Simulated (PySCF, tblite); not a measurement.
# C7H6FS+: geometry, infrared bands and NMR shifts

Wanted: the infrared bands and NMR shifts of C7H6FS+ (`C#CC1=C[CH+]C[C@@H](F)S1`), by calculation.

Programs: tblite 0.8.0 and PySCF 2.14.0, with density-fitted response routines of our own. Each step states its level of theory. These are calculated values for one molecule in the gas phase, unless marked as measured. Atoms count from 0, in the outputs and in this text.

### 1 The molecule as given

15 atoms, charge 1, multiplicity 1; geometry from: force field or distance geometry start.

Bonds of the start (Å): C0–C1 1.21, C1–C2 1.41, C2–C3 1.34, C3–C4 1.45, C4–C5 1.51, C5–C6 1.53, C6–F7 1.37, C6–S8 1.81, S8–C2 1.75, C0–H9 1.05, C3–H10 1.10, C4–H11 1.08, C5–H12 1.09, C5–H13 1.09, C6–H14 1.09.

### 2 Optimising the geometry with GFN2-xTB

The job: settings as JSON, then the geometry in Å.

```
{"job": {"kind": "relax", "xc": "GFN2-xTB", "basis": "xTB"}, "charge": 1, "multiplicity": 1}
C      3.731900    -0.045700    -0.175200
C      2.517400    -0.053400    -0.191700
C      1.104400    -0.077200    -0.190400
C      0.439200    -0.573800     0.856700
C     -0.993600    -0.694300     1.010000
C     -1.916700    -0.190000    -0.070600
C     -1.328200     0.954400    -0.903900
F     -1.204200     2.067000    -0.115700
S      0.288500     0.527300    -1.609600
H      4.783900    -0.025800    -0.169400
H      1.008700    -0.963300     1.709500
H     -1.396800    -1.268700     1.833500
H     -2.196300    -1.027100    -0.706300
H     -2.825200     0.164100     0.413500
H     -2.017300     1.214600    -1.712300
```

Run with:

```sh
$ OMP_NUM_THREADS=1 python probes_run.py task.json out
```

One launch serves the whole session: the jobs run in the order shown.

**Question.** This job is followed by: GFN2-xTB harmonic vibrations, gas phase; GIAO PBE0/pcSseg-1 NMR shielding, non-relativistic, gas phase. What will the session give for the following? strongest single infrared mode (GFN2-xTB); zero-point energy (GFN2-xTB); 13C shifts against TMS (PBE0/pcSseg-1); 1H shifts against TMS (PBE0/pcSseg-1); 19F shifts against CFCl3 (PBE0/pcSseg-1); 33S shifts against CS2 (PBE0/pcSseg-1).

The runs gave:

| quantity | value |
| --- | --- |
| strongest single infrared mode (GFN2-xTB) | 2195 cm⁻¹, 265 km/mol |
| zero-point energy (GFN2-xTB) | 65.3 kcal/mol |
| 13C shifts against TMS (PBE0/pcSseg-1) | 197.4, 177.6, 164.5, 141.8, 97.8, 90.6, 35.8 ppm |
| 1H shifts against TMS (PBE0/pcSseg-1) | 8.71, 8.03, 7.58, 6.60, 4.42, 3.19 ppm |
| 19F shifts against CFCl3 (PBE0/pcSseg-1) | -172.3 ppm |
| 33S shifts against CS2 (PBE0/pcSseg-1) | 349 ppm |

What this shows: Relaxing lowered the energy by 0.449 eV in 63 steps; the close pair that moved most is C3–C4, from 1.446 to 1.350 Å. All 39 modes are real, so the xTB geometry is a minimum. The strongest single mode, at 2195 cm⁻¹, moves mainly C1 and C0. Unscaled tight-binding wavenumbers are off by several per cent, some by more. Its intensities can rank the bands wrongly. At PBE0/pcSseg-1: The largest span, 701 ppm, is at S8, where the paramagnetic term is -899 ppm. By nearest atom (PBE0/pcSseg-1), the HOMO sits on S8 44 %; C3, C4 about 19 % each and the LUMO on C2 29 %; C0, C4 about 18 % each.
